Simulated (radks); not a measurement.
# Si⁺ with its nuclear charge varied continuously

What is the energy between the elements? 13 electrons are held in [Ne] 3s2 3p1 while Z is changed in small steps.

The numbers are computed with radks (a radial shooting solver on a logarithmic mesh, Libxc functionals) version 1 (non-relativistic Kohn-Sham, PBE, spin-polarised, spherical densities, point nucleus; open shells are filled with parallel spins first), except any that are marked as measured or tabulated.

### Step 1. The system

- element: silicon (Z = 14)
- charge: +1
- electrons: 13
- configuration: [Ne] 3s2 3p1

Outer shells as boxes (Hund's rule):

Si⁺
```
[Ne] core
3s [↑↓]
3p [↑ ][  ][  ]
```

### Step 2. Z = 14

Input:

```text
Z 14
configuration [Ne] 3s2 3p1
relativity non-relativistic
functional pbe,pbe
spin polarised
nucleus point
```

### Step 3. Z = 13.5

Changes since step 2:

```diff
@@ -1,2 +1,2 @@
-Z 14
+Z 13.5
 configuration [Ne] 3s2 3p1
```

### Step 4. Z = 13.75

Changes since step 3:

```diff
@@ -1,2 +1,2 @@
-Z 13.5
+Z 13.75
 configuration [Ne] 3s2 3p1
```

### Step 5. Z = 14.25

Changes since step 4:

```diff
@@ -1,2 +1,2 @@
-Z 13.75
+Z 14.25
 configuration [Ne] 3s2 3p1
```

### Step 6. Z = 14.5

Changes since step 5:

```diff
@@ -1,2 +1,2 @@
-Z 14.25
+Z 14.5
 configuration [Ne] 3s2 3p1
```

### Step 7. Z = 14.75

Changes since step 6:

```diff
@@ -1,2 +1,2 @@
-Z 14.5
+Z 14.75
 configuration [Ne] 3s2 3p1
```

### Step 8. Z = 15

Changes since step 7:

```diff
@@ -1,2 +1,2 @@
-Z 14.75
+Z 15
 configuration [Ne] 3s2 3p1
```

What does the calculation give? Wanted: for each run, Z; E; E(electron-nucleus)/Z; highest level; its energy; <r>.

As calculated:

| Z | E (hartree) | E(electron-nucleus)/Z (hartree) | highest level | its energy (eV) | <r> (bohr) |
| --- | --- | --- | --- | --- | --- |
| 13.5 | -265.03188 | -46.6971 | 3p up | -7.085 | 2.817 |
| 13.75 | -276.84310 | -47.7923 | 3p up | -9.489 | 2.613 |
| 14 | -288.92792 | -48.8860 | 3p up | -12.126 | 2.443 |
| 14.25 | -301.28602 | -49.9786 | 3p up | -14.988 | 2.298 |
| 14.5 | -313.91713 | -51.0701 | 3p up | -18.070 | 2.172 |
| 14.75 | -326.82100 | -52.1608 | 3p up | -21.367 | 2.062 |
| 15 | -339.99746 | -53.2508 | 3p up | -24.878 | 1.964 |

In words: At Z = 14 the central difference of E is -48.886 hartree, against -48.886 from the Hellmann-Feynman theorem. The top level goes from -7.085 eV at Z = 13.5 to -24.878 eV at Z = 15.
